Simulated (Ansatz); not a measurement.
# AlGaNH+ (quartet): from Hartree-Fock to the top rungs, cc-pVDZ

An exercise on one series of results from a longer session: the logs are not shown, and one member is left open.

Computed with Ansatz 0.2.0, Gaussian basis. Level: cc-pVDZ, core rule «outside noble gas», up to 20 orbitals frozen.

The runs, in order: UHF; CCSD(T) on ROHF; CCSD(T) on UHF; BCCD(T) on ROHF; CISD as a restricted active space (open shells left free, so some higher excitations enter); CCSDT(Q) on ROHF; CCSDT(Q) on UHF.

29 further runs of the same task are left out: 1 for a known fault of the program, 15 that didn't finish, 13 set aside as unsound or not needed. Runs told in other sessions of the task aren't counted.

## The geometry

The geometry is a PBE0/def2-TZVP stationary point (not a proven minimum) of the parent state, kept for this charge and spin. No spin-orbit coupling is included. The filled d shell of Ga may be among the frozen orbitals whatever the setting's name suggests.

4 atoms, charge 1, spin multiplicity 4.

Atoms are counted from 1 here; the program's logs count them from 0.

Bond lengths: Al1–Ga2 2.500 Å, Ga2–N3 1.751 Å, N3–H4 1.022 Å. Angles: Al1–Ga2–N3 166.9°, Ga2–N3–H4 114.7°.

Set-up of the first run:

The input, in.yaml:

```yaml
crystal:
  periodic: [false, false, false]
  atoms:
    - {symbol: Al, position_ang: [0.000021, -0.136638, 2.881445]}
    - {symbol: Ga, position_ang: [0.000052, -0.021326, 0.384016]}
    - {symbol: N, position_ang: [0.000018, -0.338664, -1.338437]}
    - {symbol: H, position_ang: [-0.000090, 0.496627, -1.927023]}
basis:
  gaussian: {orbitals: cc-pVDZ}
total_charge: 1
magnetization: {spin_polarized: true, initial_magnetization: 3}
hamiltonian: {xc: hf}
output: {orbitals: {seedname: orbitals}}
```

Run with:

```sh
ansatz run in.yaml --threads 1 --pin off --events-out ev --progress --plain --max-ram 2393MiB
```

Among the steps run: UHF; CCSD(T) on ROHF; CCSD(T) on UHF; BCCD(T) on ROHF; CISD as a restricted active space (open shells left free, so some higher excitations enter); CCSDT(Q) on ROHF; CCSDT(Q) on UHF.

One of the session's tables, all rows but one given; the rest of the session is left out.

It belongs to the step «Misses and costs». 

| method | from UCCSDT(Q) (meV) |
| --- | --- |
| ROHF | +6624.4 |
| UHF | +6432.9 |
| RMP2 | +1189.6 |
| UMP2 | +1168.7 |
| RCCSD | +289.0 |
| UCCSD | +276.4 |
| RCCSD(T) | +74.6 |
| UCCSD(T) | +69.8 |
| BCCD(T) | +70.5 |
| RCCSDT | +25.0 |
| UCCSDT | ? |
| RCCSDT(Q) | +5.8 |
| UCCSDT(Q) | 0 |

**Question.** Estimate the row for UCCSDT.

As computed: from UCCSDT(Q) (meV): +20.5. In the column «from UCCSDT(Q) (meV)» it lies between RCCSDT(Q) (+5.8) and RCCSDT (+25.0).

Not comparable, so not listed: CISD as a restricted active space (open shells left free, so some higher excitations enter) (they don't share determinant, frozen orbitals or solution with the rows shown, or repeat one).

Limits of these values: Restricted and unrestricted rows rest on different reference determinants; a gap between their highest levels can come from leftover correlation error, from unlike frozen cores or from another state.
